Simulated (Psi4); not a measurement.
**GeH2O2 (SMILES [OH][Ge][OH]): B3LYP/6-31G(d) (spherical functions)**

Aim: the vertical singlet–triplet gap of GeH2O2 at B3LYP/6-31G* (spherical functions), from 2 runs. 

The results are computed with Psi4 1.11.

1 further run of the same task is left out (set aside as unsound or not needed).

## (1) Starting point

GeH2O2: 5 atoms, total charge 0, spin state singlet. SMILES: `[OH][Ge][OH]`. Geometry: relaxed at PBE0-D4/def2-TZVP. This is one conformer, not always the lowest.

Bond lengths: O1–Ge2 1.790 Å, Ge2–O3 1.790 Å, O1–H4 0.961 Å, O3–H5 0.961 Å. Angles: O1–Ge2–O3 102.4°, Ge2–O1–H4 118.8°, Ge2–O3–H5 118.8°.

## (2) A single-point energy at B3LYP/6-31G(d) (spherical functions)

calc.dat

```
memory 1.6 GB

molecule m {
  O
  Ge 1 1.789818
  O 2 1.789862 1 102.36801
  H 1 0.961324 2 118.76235 3 0.08568
  H 3 0.961335 2 118.76472 1 -0.08234
  symmetry c1
}

set globals {
  basis                6-31G*
  reference            rks
  puream               true
  e_convergence        1e-09
  d_convergence        1e-08
  scf_type             pk
  dft_radial_points    99
  dft_spherical_points 590
}

result, w = energy('b3lyp', return_wfn=True)
oeprop(w, 'WIBERG_LOWDIN_INDICES', 'DIPOLE', 'QUADRUPOLE')
```

Launch:

```console
psi4 calc.dat calc.out -n 1
```

calc.out:

```text
[...]
  Running in c1 symmetry.
[...]
  Nuclear repulsion =  189.662088137961092
[...]
  Multiplicity = 1
[...]
  Nalpha       = 25
  Nbeta        = 25
[...]
    Number of basis functions: 64
[...]
   @RKS iter   1: -2227.13209362507860   -2.48336e+00   4.21762e-02 DIIS/ADIIS
[...]
   @RKS iter  11: -2228.44437117583129   -1.72804e-11   9.07170e-09 DIIS
[...]
    Orbital Energies [Eh]
    ---------------------
    Doubly Occupied:
       1A   -398.743782     2A    -49.817916     3A    -44.342985
       4A    -44.341409     5A    -44.340352     6A    -19.144772
       7A    -19.144764     8A     -6.249131     9A     -4.422590
      10A     -4.419357    11A     -4.414637    12A     -1.227669
      13A     -1.226271    14A     -1.224073    15A     -1.220174
      16A     -1.217220    17A     -0.995937    18A     -0.970109
      19A     -0.559681    20A     -0.498858    21A     -0.400888
      22A     -0.344472    23A     -0.317980    24A     -0.309889
      25A     -0.279811
[...]
  @RKS Final Energy: -2228.44437117583129
   => Energetics <=
    Nuclear Repulsion Energy =            189.6620881379610921
    One-Electron Energy =               -3480.7537150455241317
    Two-Electron Energy =                1140.7780748491998111
    DFT Exchange-Correlation Energy =     -78.1308191174685334
    Empirical Dispersion Energy =           0.0000000000000000
    VV10 Nonlocal Energy =                  0.0000000000000000
    Total Energy =                      -2228.4443711758312929
[...]
 Multipole Moments:
 ------------------------------------------------------------------------------------
     Multipole            Electronic (a.u.)      Nuclear  (a.u.)        Total (a.u.)
 ------------------------------------------------------------------------------------
 L = 1.  Multiply by 2.5417464519 to convert [e a0] to [Debye]
 Dipole X            :          0.0006755           -0.0024896           -0.0018141
 Dipole Y            :          4.5781054           -5.1962813           -0.6181759
 Dipole Z            :          3.6827878           -4.1801649           -0.4973771
 Magnitude           :                                                    0.7934284
 L = 2.  Multiply by 1.3450342976 to convert [e a0^2] to [Debye ang]
 Quadrupole XX       :        -20.2907255            0.0000106          -20.2907149
 Quadrupole XY       :         -0.0066934            0.0113096            0.0046161
[...]
```

Wall time 5.7 s (1 thread of Intel Xeon 6975P-C (Granite Rapids), shared host); peak memory 0.69 GiB.

## (3) The triplet

calc.py

```python
import psi4

psi4.set_memory(1600000000)
psi4.set_num_threads(1)
psi4.set_output_file('run.log', False)

molecule = psi4.geometry("""
0 3
O     -1.341000    -0.099500    -0.377400
Ge    -0.316400    -0.895800     0.855300
O      1.281900    -0.142300     0.570200
H     -0.940900     0.550800    -0.961500
H      1.366400     0.513200    -0.127900
symmetry c1
""")

psi4.set_options({
    'reference': 'uks',
    'puream': True,
    'e_convergence': 1e-09,
    'd_convergence': 1e-08,
    'scf_type': 'pk',
    'dft_radial_points': 99,
    'dft_spherical_points': 590,
    'maxiter': 200,
})

energy_value, wavefunction = psi4.energy("b3lyp/6-31G*", return_wfn=True)
psi4.oeprop(wavefunction, "MAYER_INDICES", "MULLIKEN_CHARGES", "DIPOLE")
print('E =', round(energy_value, 9))
```

Launch:

```console
python calc.py
```

run.log:

```text
[...]
  Running in c1 symmetry.
[...]
  Nuclear repulsion =  189.662083617986980
[...]
  Multiplicity = 3
[...]
  Nalpha       = 26
  Nbeta        = 24
[...]
    Number of basis functions: 64
[...]
   @UKS iter   1: -2226.85731044678096   -2.20858e+00   4.23774e-02 ADIIS/DIIS
[...]
   @UKS iter  16: -2228.29637940315661   -1.86446e-11   6.05964e-09 DIIS
[...]
   @S^2 Observed:                2.002014040E+00
[...]
    Orbital Energies [Eh]
    ---------------------
    Alpha Occupied:
       1A   -398.766265     2A    -49.839702     3A    -44.364025
       4A    -44.363719     5A    -44.363488     6A    -19.148343
       7A    -19.148336     8A     -6.273410     9A     -4.445028
      10A     -4.444437    11A     -4.441273    12A     -1.255676
      13A     -1.248485    14A     -1.245726    15A     -1.244408
      16A     -1.243961    17A     -1.003820    18A     -0.978442
      19A     -0.577461    20A     -0.508664    21A     -0.406542
      22A     -0.353659    23A     -0.335670    24A     -0.324180
      25A     -0.318884    26A     -0.138276
    Alpha Virtual:
[...]
  @UKS Final Energy: -2228.29637940315661
   => Energetics <=
    Nuclear Repulsion Energy =            189.6620836179869798
    One-Electron Energy =               -3479.9372991414766147
    Two-Electron Energy =                1140.1051537518771966
    DFT Exchange-Correlation Energy =     -78.1263176315435430
    Empirical Dispersion Energy =           0.0000000000000000
    VV10 Nonlocal Energy =                  0.0000000000000000
    Total Energy =                      -2228.2963794031556972
[...]
 Multipole Moments:
 ------------------------------------------------------------------------------------
     Multipole            Electronic (a.u.)      Nuclear  (a.u.)        Total (a.u.)
 ------------------------------------------------------------------------------------
 L = 1.  Multiply by 2.5417464519 to convert [e a0] to [Debye]
 Dipole X            :         -1.5917532            1.7056874            0.1139343
 Dipole Y            :         -4.2979028            4.6044356            0.3065329
 Dipole Z            :          4.2111937           -4.5127509           -0.3015572
 Magnitude           :                                                    0.4448372
[...]
  Mulliken Charges: (a.u.)
   Center  Symbol    Alpha    Beta     Spin     Total
       1     O     4.42131  4.24904  0.17226 -0.67035
       2    GE    16.55737 14.92190  1.63548  0.52073
       3     O     4.42132  4.24904  0.17228 -0.67036
       4     H     0.30000  0.29001  0.00999  0.40999
       5     H     0.30000  0.29001  0.00999  0.40999
   Total alpha = 26.00000, Total beta = 24.00000, Total charge =  0.00000
  Mayer Bond Indices:
  Total Bond Index:
[...]
```

On the terminal:

```text
E = -2228.296379403
```

Run time: 11 s. Hardware: 1 thread of Intel Xeon 6975P-C (Granite Rapids), shared host; peak memory 0.68 GiB.

## (4) What came out

Level: B3LYP/6-31G* (spherical functions).

```
                                        quantity           value
                           singlet: total energy  -2228.44437 Eh
                          singlet: dipole moment          2.02 D
                            singlet: HOMO energy        -7.61 eV
                            singlet: LUMO energy        -1.56 eV
                          singlet: HOMO–LUMO gap         6.05 eV
                           triplet: total energy  -2228.29638 Eh
                          triplet: dipole moment          1.13 D
     triplet: HOMO energy (highest over α and β)        -3.76 eV
                                   triplet: ⟨S²⟩           2.002
vertical energy of the triplet above the singlet        4.027 eV
```

At this shape the triplet lies 4.03 eV (93 kcal/mol) above the singlet. Mulliken charges (triplet) run from -0.67 on O3 to +0.52 on Ge2.
